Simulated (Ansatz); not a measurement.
# C6H15In: basis-set convergence

An exercise on one series of results from a longer session: the logs are not shown, and one member is left open.

Computed with Ansatz 0.2.0, Gaussian basis. Level: one geometry, several basis sets.

Levels to be run: PBE0-D4/def2-SVP; ωB97M-V/def2-SVP; PBE0-D4/def2-QZVPP; ωB97M-V/def2-QZVPP; the functionals' def2-TZVPP values are taken from earlier runs.

**The geometry**

An earlier PBE0-D4 in a triple-zeta def2 set relaxation fixed the geometry. In takes the def2 core potential; no spin-orbit term is included.

SMILES `[CH3][In]([CH3])[C](C)(C)C`, 22 atoms, charge 0, spin multiplicity 1.

Atoms are counted from 1 here; the program's logs count them from 0.

Bond lengths: C1–In2 2.166 Å, C1–H8 1.091 Å, C1–H9 1.093 Å, C1–H10 1.093 Å, In2–C3 2.166 Å, In2–C4 2.204 Å, C3–H11 1.093 Å, C3–H12 1.091 Å, C3–H13 1.093 Å, C4–C5 1.522 Å, C4–C6 1.525 Å, C4–C7 1.522 Å, C5–H14 1.095 Å, C5–H15 1.101 Å, C5–H16 1.094 Å, C6–H17 1.101 Å, C6–H18 1.095 Å, C6–H19 1.095 Å and more. Angles: In2–C1–H8 111.8°, In2–C1–H9 109.9°, In2–C1–H10 110.1°, H8–C1–H9 108.6°, H8–C1–H10 108.8°, H9–C1–H10 107.4°, C1–In2–C3 121.9°, C1–In2–C4 119.0°, C3–In2–C4 119.1°, In2–C3–H11 110.1°, In2–C3–H12 111.8°, In2–C3–H13 109.9°, H11–C3–H12 108.8°, H11–C3–H13 107.4°, H12–C3–H13 108.7°, In2–C4–C5 110.3°, In2–C4–C6 107.4°, In2–C4–C7 110.4° and more.

The first run:

The input, in.yaml:

```yaml
crystal:
  periodic: [false, false, false]
  atoms:
    - {symbol: C, position_ang: [0.058023, -2.467922, -1.609050]}
    - {symbol: In, position_ang: [0.411635, -0.401456, -1.063053]}
    - {symbol: C, position_ang: [1.396476, 0.984820, -2.405211]}
    - {symbol: C, position_ang: [-0.298100, 0.321589, 0.894065]}
    - {symbol: C, position_ang: [-0.274472, -0.806569, 1.915254]}
    - {symbol: C, position_ang: [-1.732346, 0.805306, 0.708762]}
    - {symbol: C, position_ang: [0.565525, 1.476989, 1.378873]}
    - {symbol: H, position_ang: [0.463380, -2.701760, -2.594070]}
    - {symbol: H, position_ang: [-1.015378, -2.673582, -1.615045]}
    - {symbol: H, position_ang: [0.514437, -3.133966, -0.872922]}
    - {symbol: H, position_ang: [2.277111, 1.414050, -1.921412]}
    - {symbol: H, position_ang: [1.705206, 0.500744, -3.332368]}
    - {symbol: H, position_ang: [0.722638, 1.809986, -2.649234]}
    - {symbol: H, position_ang: [0.738945, -1.176447, 2.100230]}
    - {symbol: H, position_ang: [-0.670642, -0.458983, 2.882052]}
    - {symbol: H, position_ang: [-0.884944, -1.658844, 1.602600]}
    - {symbol: H, position_ang: [-2.136139, 1.177489, 1.663337]}
    - {symbol: H, position_ang: [-2.401109, 0.006355, 0.372012]}
    - {symbol: H, position_ang: [-1.804612, 1.629638, -0.008370]}
    - {symbol: H, position_ang: [0.185157, 1.866873, 2.335834]}
    - {symbol: H, position_ang: [0.575167, 2.310484, 0.670367]}
    - {symbol: H, position_ang: [1.604042, 1.175206, 1.547338]}
basis:
  gaussian: {orbitals: def2-SVP}
hamiltonian: {xc: pbe0, dispersion: d4}
output: {orbitals: {seedname: orbitals}}
```

On the command line:

```bash
ansatz run in.yaml --threads 2 --pin off --events-out ev --progress --plain --max-ram 20480MiB --backend cpu
```

Among the steps run: PBE0-D4 in def2-SVP; ωB97M-V in def2-SVP; PBE0-D4 in def2-QZVPP; ωB97M-V in def2-QZVPP.

One of the session's tables, all rows but one given; the rest of the session is left out.

It belongs to the step «Density functionals: the series». 

```
functional       basis  HOMO (eV)
   PBE0-D4    def2-SVP      -6.11
   PBE0-D4  def2-TZVPP      -6.15
   PBE0-D4  def2-QZVPP          ?
   ωB97M-V    def2-SVP      -8.21
   ωB97M-V  def2-TZVPP      -8.26
   ωB97M-V  def2-QZVPP      -8.27
```

**Question.** Estimate the row for PBE0-D4, def2-QZVPP.

**Answer.** HOMO (eV): -6.16. In the column «HOMO (eV)» it lies between ωB97M-V, def2-SVP (-8.21) and PBE0-D4, def2-TZVPP (-6.15).
